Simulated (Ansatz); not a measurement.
GaSn3, space group Fm-3m, a single point from a YAML input

With the Ansatz DFT code, driven from Python.

Interactive session:
```pycon
>>> import json
>>> import warnings
>>> import ansatz as az
>>> import pandas as pd
>>> INPUT = """
... crystal:
...   lattice:
...     - [0.0, 3.705957, 3.705957]
...     - [3.705957, 0.0, 3.705957]
...     - [3.705957, 3.705957, 0.0]
...   atoms:
...     - { symbol: Ga, position: [0.0, 0.0, 0.0] }
...     - { symbol: Sn, position: [0.25, 0.25, 0.25] }
...     - { symbol: Sn, position: [0.75, 0.75, 0.75] }
...     - { symbol: Sn, position: [0.5, 0.5, 0.5] }
... kpoints:
...   mp_grid: { grid: [6, 6, 6] }
... hamiltonian:
...   xc: r2scan
... scf:
...   occupations: { method: cold, width: 0.05 }
...   lower_state_search: full
... basis:
...   ecutwfc: "450 eV"
... output:
...   forces: true
... """
>>> warnings.simplefilter("ignore", az.DeckWarning)
>>> res = az.Session.from_yaml(INPUT).plan(threads=1).execute()
RunWarning: this state was not checked for a lower one beside it: the run's test of it (scf.lower_state_search) did not read this close as a whole: no probe does on that ground (fill_not_monotonic)
>>> report = res.report
>>> type(res).__name__, type(report).__name__
('RunOutcome', 'dict')
>>> report["n_iterations"], report["closed_by"]
(7, 'deck_thresholds')
>>> report["n_electrons"]
55.0
>>> print(f"free energy      {report['free_energy_ev']:.5f} eV")
free energy      -21905.02562 eV
>>> print(f"per atom         {report['free_energy_ev'] / len(res.lattice.sites):.5f} eV")
per atom         -5476.25640 eV
>>> print(f"SCF iterations   {report['n_iterations']}  (converged: {report['converged']})")
SCF iterations   7  (converged: True)
>>> table = pd.DataFrame(report["forces_ev_ang"], columns=["fx", "fy", "fz"])
>>> table.insert(0, "atom", [site["symbol"] for site in report["lattice"]["sites"]])
>>> table.round(4)
  atom   fx   fy   fz
0   Ga -0.0  0.0 -0.0
1   Sn  0.0  0.0  0.0
2   Sn  0.0 -0.0 -0.0
3   Sn  0.0 -0.0 -0.0
>>> keep = ["free_energy_ev", "energy_sigma0_ev", "fermi_energy_ev", "n_iterations", "converged", "magnetization_mub", "n_kpoints"]
>>> with open("gasn3.json", "w") as handle:
...     json.dump({key: report[key] for key in keep}, handle, indent=1)
...
```

File `gasn3.json` afterwards:
```json
{
 "free_energy_ev": -21905.02561602235,
 "energy_sigma0_ev": -21905.025367129914,
 "fermi_energy_ev": 10.376571703916666,
 "n_iterations": 7,
 "converged": true,
 "magnetization_mub": 0.0,
 "n_kpoints": 16
}
```

Caveats:
- The settings weren't tested for convergence.
- The cutoff lies under the one recommended for these potentials.
- For a metal this k-point mesh is coarse: on a finer one energies can move by several to tens of meV an atom and pressures by half a GPa or more, differences at one mesh by less.
- The structure comes from a database of computed cells and needn't be a stable or known phase.
- Warnings are shown shortened and without file and line.
- The script silences the warnings on its input, which a real study should read.
- Run time: 9.9 s on 1 thread of Arm Neoverse V1, on a shared host, peak memory 0.76 GiB.

(Lines on the test bed's own set-up are left out of the output.)
